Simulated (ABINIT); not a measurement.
# TiAl3 (I4/mmm) in ABINIT: single point with PBE

Aim: the single point of TiAl3 with PBE.

Everything below comes from runs of ABINIT 10.8.3 (patched build). Logs are shortened: lines on timing, memory, paths and dates and some standing lists are left out, and cuts for length are marked. The log counts tension as positive stress, the text compression.

## 1. The cell of the first run

Symmetry: I4/mmm, No. 139, tetragonal system. Conventional cell: a = 3.771 Å, b = 3.771 Å, c = 8.446 Å, α = 90.00°, β = 90.00°, γ = 90.00°. Around Ti (site symmetry 4/mmm) lie 12 Al at 2.67 to 2.83 Å. Around Al (site symmetry -4m2) lie 8 Al at 2.67 to 2.83 Å and 4 Ti at 2.83 Å. Al (site symmetry 4/mmm) is surrounded by 4 Ti at 2.67 Å and 8 Al at 2.83 Å.

The cell comes from a database or a generator and needn't be the stable form of this composition.

## 2. Single point, PBE (cell squeezed)

run.abi

```
pp_dirpath "./"
pseudos "Ti_ONCV_PBE-1.2.upf, Al_ONCV_PBE-1.2.upf"

acell 9.4374198081 9.4374198081 9.4374198081
rprim
    -0.3775034760     0.3775034760     0.8455662311
     0.3775034760    -0.3775034760     0.8455662311
     0.3775034760     0.3775034760    -0.8455662311
ntypat 2
znucl 22 13
natom 4
typat 1 2 2 2
xred
     0.0000000000     0.0000000000     0.0000000000
     0.2500000000     0.7500000000     0.5000000000
     0.7500000000     0.2500000000     0.5000000000
     0.5000000000     0.5000000000     0.0000000000
chkprim 0
chksymtnons 0
tolsym 1.0e-6

ecut 30.0

kptopt 1
ngkpt 8 8 8
nshiftk 1
shiftk 0.0 0.0 0.0

ixc 11

nband 27
occopt 3
tsmear 0.00183747

nstep 100
tolvrs 1.0e-10

iomode 3
prtwf 0
prtden 0
prteig 0
prtebands 0
enunit 1
```

Potentials or basis: SG15 NC PBE v1.2.

Launch:

```console
$ mpirun --bind-to none -np 4 abinit run.abi > log 2>&1
```

run.abo:

```text
.Version 10.8.3 of ABINIT
 Symmetries : space group I4/m m m (#139); Bravais tI (body-center tetrag.)
================================================================================
 Values of the parameters that define the memory need of the present run
     intxc =       0    ionmov =       0      iscf =       7    lmnmax =       6
     lnmax =       6     mgfft =      48  mpssoang =       3    mqgrid =    3001
     natom =       4  nloc_mem =       1    nspden =       1   nspinor =       1
    nsppol =       1      nsym =      16    n1xccc =       0    ntypat =       2
    occopt =       3   xclevel =       2
       mpw =        3216          nfft =      110592          nkpt =          59
================================================================================
================================================================================

--------------------------------------------------------------------------------
------------- Echo of variables that govern the present computation ------------
--------------------------------------------------------------------------------
 -outvars: echo values of preprocessed input variables --------
            acell      9.4374198081E+00  9.4374198081E+00  9.4374198081E+00 Bohr
              amu      4.78800000E+01  2.69815390E+01
          chkprim           0
      chksymtnons           0
             ecut      3.00000000E+01 Hartree
           enunit           1
                       outvar_i_n : Printing only first  50 k-points.
              ixc          11
                       outvar_i_n : Printing only first  50 k-points.
         kptrlatt        8    0    0      0    8    0      0    0    8
          kptrlen      5.70025405E+01
            natom           4
            nband          27
            ngfft          48      48      48
             nkpt          59
            nstep         100
             nsym          16
           ntypat           2
                       prtocc : prtvol=0, do not print more k-points.
           occopt           3
           prtden           0
        prtebands           0
           prteig           0
            prtwf           0
            rprim     -3.7750347600E-01  3.7750347600E-01  8.4556623110E-01
                       3.7750347600E-01 -3.7750347600E-01  8.4556623110E-01
                       3.7750347600E-01  3.7750347600E-01 -8.4556623110E-01
          spgroup         139
           tolsym      1.00000000E-06
           tolvrs      1.00000000E-10
           tsmear      1.83747000E-03 Hartree
            typat      1  2  2  2
                       outvars : Printing only first  50 k-points.
           xangst      0.0000000000E+00  0.0000000000E+00  0.0000000000E+00
                       1.8852778364E+00 -1.1750094465E-16  2.1114074122E+00
                      -1.1750094465E-16  1.8852778364E+00  2.1114074122E+00
                       1.5164552520E-17  4.0858555643E-17  4.2228148243E+00
            xcart      0.0000000000E+00  0.0000000000E+00  0.0000000000E+00
                       3.5626587820E+00 -2.2204460493E-16  3.9899817492E+00
                      -2.2204460493E-16  3.5626587820E+00  3.9899817492E+00
                       2.8656851084E-17  7.7211480065E-17  7.9799634984E+00
             xred      0.0000000000E+00  0.0000000000E+00  0.0000000000E+00
                       2.5000000000E-01  7.5000000000E-01  5.0000000000E-01
                       7.5000000000E-01  2.5000000000E-01  5.0000000000E-01
                       5.0000000000E-01  5.0000000000E-01  1.4858050914E-17
            znucl       22.00000   13.00000

================================================================================

 chkinp: Checking input parameters for consistency.

================================================================================
== DATASET  1 ==================================================================

--- !DatasetInfo
iteration_state: {dtset: 1, }
dimensions: {natom: 4, nkpt: 59, mband: 27, nsppol: 1, nspinor: 1, nspden: 1, mpw: 3216, }
cutoff_energies: {ecut:  30.0, pawecutdg:  -1.0, }
electrons: {nelect:   4.50000000E+01, charge:   0.00000000E+00, occopt:   3.00000000E+00, tsmear:   1.83747000E-03, }
meta: {optdriver: 0, ionmov: 0, optcell: 0, iscf: 7, paral_kgb: 0, }
...

 Exchange-correlation functional for the present dataset will be:
  GGA: Perdew-Burke-Ernzerhof functional - ixc=11
  J.P.Perdew, K.Burke, M.Ernzerhof, PRL 77, 3865 (1996)

 Real(R)+Recip(G) space primitive vectors, cartesian coordinates (Bohr,Bohr^-1):
 R(1)= -3.5626588  3.5626588  7.9799635  G(1)=  0.0000000  0.1403446  0.0626569
 R(2)=  3.5626588 -3.5626588  7.9799635  G(2)=  0.1403446  0.0000000  0.0626569
 R(3)=  3.5626588  3.5626588 -7.9799635  G(3)=  0.1403446  0.1403446  0.0000000
 Unit cell volume ucvol=  4.0514395E+02 bohr^3
[... 52 lines left out ...]
- [  3.5626588,   3.5626588,  -7.9799635, ]
lattice_lengths: [   9.43742,    9.43742,    9.43742, ]
lattice_angles: [135.642, 135.642,  64.535, ] # degrees, (23, 13, 12)
lattice_volume:   4.0514395E+02
convergence: {deltae:  6.082E-12, res2:  1.115E-12, residm:  6.975E-04, diffor: null, }
etotal    :  -2.65365721E+02
entropy   :   0.00000000E+00
fermie    :   3.20607519E-01
cartesian_stress_tensor: # hartree/bohr^3
- [ -2.09045033E-04,   0.00000000E+00,   0.00000000E+00, ]
- [  0.00000000E+00,  -2.09045033E-04,   0.00000000E+00, ]
- [  0.00000000E+00,   0.00000000E+00,  -2.00901747E-04, ]
pressure_GPa:   6.0705E+00
xred      :
- [  0.0000E+00,   0.0000E+00,   0.0000E+00, Ti]
- [  2.5000E-01,   7.5000E-01,   5.0000E-01, Al]
- [  7.5000E-01,   2.5000E-01,   5.0000E-01, Al]
- [  5.0000E-01,   5.0000E-01,   1.4858E-17, Al]
cartesian_forces: # hartree/bohr
- [  4.42849542E-31,  -0.00000000E+00,  -9.88552022E-32, ]
- [ -8.85699084E-31,   8.85699084E-31,   4.94276011E-31, ]
- [  0.00000000E+00,  -8.85699084E-31,  -2.96565607E-31, ]
- [  4.42849542E-31,  -0.00000000E+00,  -9.88552022E-32, ]
force_length_stats: {min:   4.53748904E-31, max:   1.34656396E-30, mean:   7.97023209E-31, }
...

 Integrated electronic density in atomic spheres:
 ------------------------------------------------
 Atom  Sphere_radius  Integrated_density
    1        2.00000          9.58873099
    2        2.00000          8.94071815
    3        2.00000          8.94071815
    4        2.00000          8.95055915
================================================================================

 ----iterations are completed or convergence reached----

 Mean square residual over all n,k,spin=   13.157E-07; max=  69.754E-05
 reduced coordinates (array xred) for    4 atoms
       0.000000000000      0.000000000000      0.000000000000
       0.250000000000      0.750000000000      0.500000000000
       0.750000000000      0.250000000000      0.500000000000
       0.500000000000      0.500000000000      0.000000000000
 rms dE/dt=  4.3685E-30; max dE/dt=  6.3109E-30; dE/dt below (all hartree)
    1       0.000000000000      0.000000000000      0.000000000000
    2      -0.000000000000      0.000000000000      0.000000000000
    3       0.000000000000      0.000000000000      0.000000000000
    4       0.000000000000      0.000000000000      0.000000000000

 cartesian coordinates (angstrom) at end:
    1      0.00000000000000     0.00000000000000     0.00000000000000
    2      1.88527783639419    -0.00000000000000     2.11140741217466
    3     -0.00000000000000     1.88527783639419     2.11140741217466
    4      0.00000000000000     0.00000000000000     4.22281482434932

 cartesian forces (hartree/bohr) at end:
    1      0.00000000000000    -0.00000000000000    -0.00000000000000
    2     -0.00000000000000     0.00000000000000     0.00000000000000
    3      0.00000000000000    -0.00000000000000    -0.00000000000000
    4      0.00000000000000    -0.00000000000000    -0.00000000000000
 frms,max,avg= 5.0805386E-31 8.8569908E-31   0.000E+00  0.000E+00  0.000E+00 h/b

 cartesian forces (eV/Angstrom) at end:
    1      0.00000000000000    -0.00000000000000    -0.00000000000000
    2     -0.00000000000000     0.00000000000000     0.00000000000000
    3      0.00000000000000    -0.00000000000000    -0.00000000000000
    4      0.00000000000000    -0.00000000000000    -0.00000000000000
 frms,max,avg= 2.6125180E-29 4.5544478E-29   0.000E+00  0.000E+00  0.000E+00 e/A
 length scales=  9.437419808100  9.437419808100  9.437419808100 bohr
              =  4.994067488783  4.994067488783  4.994067488783 angstroms
 Fermi (or HOMO) energy (eV) =   8.72418   Average Vxc (eV)= -11.52184
 Eigenvalues (   eV  ) for nkpt=  59  k points:
 kpt#   1, nband= 27, wtk=  0.00195, kpt=  0.0000  0.0000  0.0000 (reduced coord)
 -93.90869  -93.80048  -93.79768  -55.51167  -55.42792  -55.42792  -55.36757  -55.36757
 -55.34259  -55.34259  -55.31278  -55.30843  -47.63329  -23.95251  -23.95251  -23.86842
  -1.63590    5.82197    6.01342    7.21759    7.43882    7.43882    9.59625   10.55760
  10.55760   10.98706   11.47082
 prteigrs : prtvol=0 or 1, do not print more k-points.

--- !EnergyTerms
iteration_state     : {dtset: 1, }
comment             : Components of total free energy in Hartree
kinetic             :  1.11116733385630E+02
hartree             :  6.07343202461073E+01
xc                  : -3.07967205807572E+01
Ewald energy        : -1.56899553555348E+02
psp_core            :  6.60594129253397E+00
local_psp           : -2.04875757383099E+02
non_local_psp       : -5.12502863303404E+01
internal            : -2.65365322925272E+02
'-kT*entropy'       : -3.98340267625000E-04
total_energy        : -2.65365721265540E+02
total_energy_eV     : -7.22096913779994E+03
band_energy         : -6.36103673743381E+01
...

 Cartesian components of stress tensor (hartree/bohr^3)
  sigma(1 1)= -2.09045033E-04  sigma(3 2)=  0.00000000E+00
  sigma(2 2)= -2.09045033E-04  sigma(3 1)=  0.00000000E+00
  sigma(3 3)= -2.00901747E-04  sigma(2 1)=  0.00000000E+00

-Cartesian components of stress tensor (GPa)         [Pressure=  6.0705E+00 GPa]
- sigma(1 1)= -6.15031720E+00  sigma(3 2)=  0.00000000E+00
- sigma(2 2)= -6.15031720E+00  sigma(3 1)=  0.00000000E+00
- sigma(3 3)= -5.91073346E+00  sigma(2 1)=  0.00000000E+00

== END DATASET(S) ==============================================================
================================================================================

 -outvars: echo values of variables after computation  --------
            acell      9.4374198081E+00  9.4374198081E+00  9.4374198081E+00 Bohr
           etotal     -2.6536572127E+02
            fcart      4.4284954215E-31 -0.0000000000E+00 -9.8855202204E-32
                      -8.8569908429E-31  8.8569908429E-31  4.9427601102E-31
                       0.0000000000E+00 -8.8569908429E-31 -2.9656560661E-31
                       4.4284954215E-31 -0.0000000000E+00 -9.8855202204E-32
            rprim     -3.7750347600E-01  3.7750347600E-01  8.4556623110E-01
                       3.7750347600E-01 -3.7750347600E-01  8.4556623110E-01
                       3.7750347600E-01  3.7750347600E-01 -8.4556623110E-01
           strten     -2.0904503261E-04 -2.0904503261E-04 -2.0090174689E-04
                       0.0000000000E+00  0.0000000000E+00  0.0000000000E+00
           xangst      0.0000000000E+00  0.0000000000E+00  0.0000000000E+00
                       1.8852778364E+00 -1.1750094465E-16  2.1114074122E+00
                      -1.1750094465E-16  1.8852778364E+00  2.1114074122E+00
                       1.5164552520E-17  4.0858555643E-17  4.2228148243E+00
             xred      0.0000000000E+00  0.0000000000E+00  0.0000000000E+00
                       2.5000000000E-01  7.5000000000E-01  5.0000000000E-01
                       7.5000000000E-01  2.5000000000E-01  5.0000000000E-01
                       5.0000000000E-01  5.0000000000E-01  1.4858050914E-17
 Calculation completed.
```

Wall time 2.7 min (4 MPI ranks of Intel Xeon at 2.50GHz (Skylake/Cascade Lake), shared host); peak memory 0.4 GiB.

What came out:

```yaml
Free_energy: -7220.9691 eV
Band_gap_on_the_k_mesh: none (metal or under the smearing width)
Valence_electrons_inside_the_program's_atomic_spheres: Ti 9.59; Al 8.94, 8.95
```

Levels at points of the mesh, in eV from the Fermi level:
```csv
k point,band 21,band 22,band 23,band 24,band 25,band 26
"(0.00, 0.00, 0.00)",-1.29,-1.29,0.87,1.83,1.83,2.26
"(0.50, 0.00, 0.00)",-1.11,-0.29,0.53,1.92,2.16,2.86
"(0.50, 0.50, 0.00)",-2.77,-2.24,-1.05,1.89,2.06,2.78
"(0.50, 0.50, 0.50)",-0.93,-0.25,0.73,0.73,1.00,3.17
```

Caveat: the cutoff is too short for stress, so the log's stress isn't used.
